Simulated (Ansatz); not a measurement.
## BAs, space group F-43m: an optical spectrum, step by step

Computed with the Ansatz DFT code, driven from Python.

Notebook, run cell by cell (the value of a cell's last expression is shown):

In [1]:
```python
import warnings

import ansatz as az
import matplotlib.pyplot as plt
import numpy as np

warnings.simplefilter("ignore", az.DeckWarning)
```

In [2]:
```python
structure = (
    az.Lattice.fcc(4.777)
    .space_group(216)
    .atom("B", (0.0, 0.0, 0.0))
    .atom("As", (0.25, 0.25, 0.75))
    .primitive()
)
```

In [3]:
```python
structure.resolved().sites[-1]
```
Out [3]:
```text
Site(symbol='As', position=(0.75, 0.75, 0.75), moment=None, axis=None, held=None, saved=None)
```

In [4]:
```python
calculation = (
    structure.calculation()
    .kpoints(8)
    .functional(az.Functional.PBE)
    .occupations("cold", width=0.02)
    .scf(tolerance=1e-09)
    .pseudopotentials("paw")
    .optics(energy_step=0.1, nscf_kmesh=(8, 8, 8), spectra_wanted_up_to=10)
)
res = calculation.run(threads=1, backend="cpu")
spectra = res.optics()
energy, filling = np.asarray(spectra.photon_energy_ev), spectra.band_filling
gapped = filling.kind == "insulating"
eps1 = np.asarray(filling.eps1 if gapped else filling.eps1_interband)[:3].mean(axis=0)
eps2 = np.asarray(filling.eps2 if gapped else filling.eps2_interband)[:3].mean(axis=0)
print("filling:", filling.kind, "- valid up to", round(spectra.valid_up_to_ev, 2), "eV,", spectra.n_bands, "bands")
top = min(8, spectra.valid_up_to_ev)
shown = energy <= top
plt.figure(figsize=(4.8, 3.2))
plt.plot(energy[shown], eps1[shown], label="eps1")
plt.plot(energy[shown], eps2[shown], label="eps2")
plt.xlabel("photon energy (eV)")
plt.legend()
plt.tight_layout()
plt.savefig("optics.png", dpi=100)
peak = int(np.argmax(np.where(shown & (energy > 0.3), eps2, 0)))
print(f"strongest absorption at {energy[peak]:.2f} eV, eps2 = {eps2[peak]:.2f}")
if gapped:
    print("eps_inf, bands beyond those summed included:", np.round(filling.eps_inf[:3], 3))
print("f-sum electrons:", np.round(filling.get("f_sum_n_eff"), 3))
```
```text
filling: insulating - valid up to 13.86 eV, 17 bands
strongest absorption at 5.60 eV, eps2 = 48.37
eps_inf, bands beyond those summed included: [10.1 10.1 10.1]
f-sum electrons: [7.799 7.799 7.799]
```

Notes:
- The starting cell is as deposited in a crystallographic database; the results hold for this polymorph, which needn't be the stable one.
- Independent-particle spectra on Kohn-Sham bands hold no excitons, and semilocal gaps are too small.
- The script silences the warnings on its input, which a real study should read.
- Run time: 9.1 s on 1 thread of Arm Neoverse V2, on a shared host, peak memory 0.57 GiB.
